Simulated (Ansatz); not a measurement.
## AlH6OPSi, SMILES O[P]([AlH2])[SiH3]: a comparison of dispersion corrections, step by step

Program: Ansatz 0.2.0 through its Python package.

Notebook, run cell by cell (the value of a cell's last expression is shown):

```python
from dataclasses import dataclass

import ansatz as az


@dataclass(frozen=True)
class Settings:
    basis_set: str = "def2-SVP"
```

```python
cfg = Settings()
```

```python
GEOMETRY = """
O    -1.05560    1.51820   -0.25370
P    -0.88420    0.24530    0.84400
Al    1.34420    0.71520    1.18530
Si   -0.41140   -1.22880   -0.74330
H    -2.08060    1.59370   -0.43070
H     1.80190    2.01380    2.04620
H     2.52430   -0.23200    0.57310
H    -1.71130   -1.57400   -1.40920
H     0.44560   -0.65910   -1.69060
H     0.11010   -2.44340   -0.11830
"""

mol = az.Crystal.molecule()
for line in GEOMETRY.strip().splitlines():
    symbol, *xyz = line.split()
    mol = mol.atom(symbol, [float(v) for v in xyz])
```

```python
base = mol.calculation()
base = base.basis(gaussian=cfg.basis_set).accuracy("high")
for name in ["pbe0", "pbe"]:
    for correction in ("d3bj", "d4"):
        report = base.functional(name, dispersion=correction).run(threads=1, pin="off").report
        print(f"{name:8s} {correction:5s} total {report['free_energy_ev']:.5f} eV, of which dispersion {1000 * report['dispersion']['energy']['ev']:.2f} meV")
```

    pbe0     d3bj  total -25886.18842 eV, of which dispersion -229.88 meV
    pbe0     d4    total -25886.17718 eV, of which dispersion -218.64 meV
    pbe      d3bj  total -25883.81352 eV, of which dispersion -248.95 meV
    pbe      d4    total -25883.82134 eV, of which dispersion -256.76 meV

These settings explore the input space; basis and method may be short of convergence. The geometry is a force-field or estimated start, not a minimum of this method, and the basis set is short of its limit. D4 holds the three-body term, and d3bj doesn't. Hardware and time: 41 s on 1 thread of Arm Neoverse V2, on a shared host, peak memory 0.43 GiB.

(Lines on the test bed's own set-up are left out of the output.)
